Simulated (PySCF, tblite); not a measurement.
**C6H11PSi: geometry, infrared bands and NMR shifts**

Aim: predict the infrared bands and NMR shifts of C6H11PSi (`C[Si@@H](P)C#CC1CC1`).

Programs: tblite 0.8.0 and PySCF 2.14.0, with density-fitted response routines of our own. Each step states its level of theory. These are calculated values for one molecule in the gas phase, unless marked as measured. Atoms are numbered from 0 throughout.

### 1 Starting geometry

19 atoms, charge 0, multiplicity 1; geometry from: force field or distance geometry start.

Bonds of the start (Å): C0–Si1 1.88, Si1–P2 2.18, Si1–C3 1.82, C3–C4 1.21, C4–C5 1.49, C5–C6 1.53, C6–C7 1.51, C7–C5 1.52, C0–H8 1.12, C0–H9 1.10, C0–H10 1.08, Si1–H11 1.50, P2–H12 1.44, P2–H13 1.43, C5–H14 1.08, C6–H15 1.13, C6–H16 1.08, C7–H17 1.11, C7–H18 1.11.

### 2 Relaxing the molecule with GFN2-xTB

What the job is given:

```
{"job": {"kind": "relax", "xc": "GFN2-xTB", "basis": "xTB"}, "charge": 0, "multiplicity": 1}
C      2.648200    -1.863900    -0.324400
Si     2.002500    -0.401300     0.661200
P      3.268000     1.372700     0.529200
C      0.297300     0.034900     0.203400
C     -0.846200     0.296600    -0.075700
C     -2.250000     0.611500    -0.448000
C     -3.311800    -0.248700     0.234900
C     -3.112200     1.186400     0.660300
H      2.014900    -2.755900    -0.087300
H      2.503500    -1.664600    -1.396800
H      3.659700    -2.110500    -0.037600
H      2.077900    -0.859500     2.090200
H      2.435800     2.506400     0.219200
H      4.430700     1.215500    -0.286600
H     -2.396900     0.889000    -1.486400
H     -2.822300    -0.988700     0.941500
H     -4.194200    -0.560000    -0.313400
H     -2.516400     1.426700     1.561600
H     -3.898400     1.922700     0.407600
```

Launch:

```bash
$ OMP_NUM_THREADS=1 python probes_run.py task.json out
```

The driver reads the jobs from task.json and runs them one after another.

**Question.** This job is followed by: GFN2-xTB harmonic vibrations, gas phase; GIAO PBE0/pcSseg-1 NMR shielding, non-relativistic, gas phase. What will the session give for the following? strongest single infrared mode (GFN2-xTB); zero-point energy (GFN2-xTB); ¹³C shifts against TMS (PBE0/pcSseg-1); ¹H shifts against TMS (PBE0/pcSseg-1, means over atoms taken as alike); ²⁹Si shifts against TMS (PBE0/pcSseg-1); ³¹P shifts against H3PO4 (PBE0/pcSseg-1).

**Answer**, as computed:

| quantity | value |
| --- | --- |
| strongest single infrared mode (GFN2-xTB) | 2289 cm⁻¹, 326 km/mol |
| zero-point energy (GFN2-xTB) | 89.9 kcal/mol |
| ¹³C shifts against TMS (PBE0/pcSseg-1) | 123.5, 82.7, 11.9, 11.8, 3.3, -0.9 ppm |
| ¹H shifts against TMS (PBE0/pcSseg-1, means over atoms taken as alike) | 4.66, 1.35, 1.28, 0.79, 0.78, 0.69, 0.69, 0.33 ppm |
| ²⁹Si shifts against TMS (PBE0/pcSseg-1) | -46.1 ppm |
| ³¹P shifts against H3PO4 (PBE0/pcSseg-1) | -273.3 ppm |

**Reading.** Relaxing lowered the energy by 1.099 eV in 135 steps; the close pair that moved most is Si1–P2, from 2.183 to 2.257 Å. The lowest mode is slightly imaginary (9i cm⁻¹), a soft motion within the noise of the Hessian, so the minimum is not strictly shown. The strongest single mode, at 2289 cm⁻¹, moves mainly C4 and C3. GFN2-xTB is a fitted tight-binding method: band positions and strengths are rough. Its intensities can rank the bands wrongly. At PBE0/pcSseg-1: Shielding is most anisotropic at C4 (span 288 ppm, paramagnetic term -201 ppm).
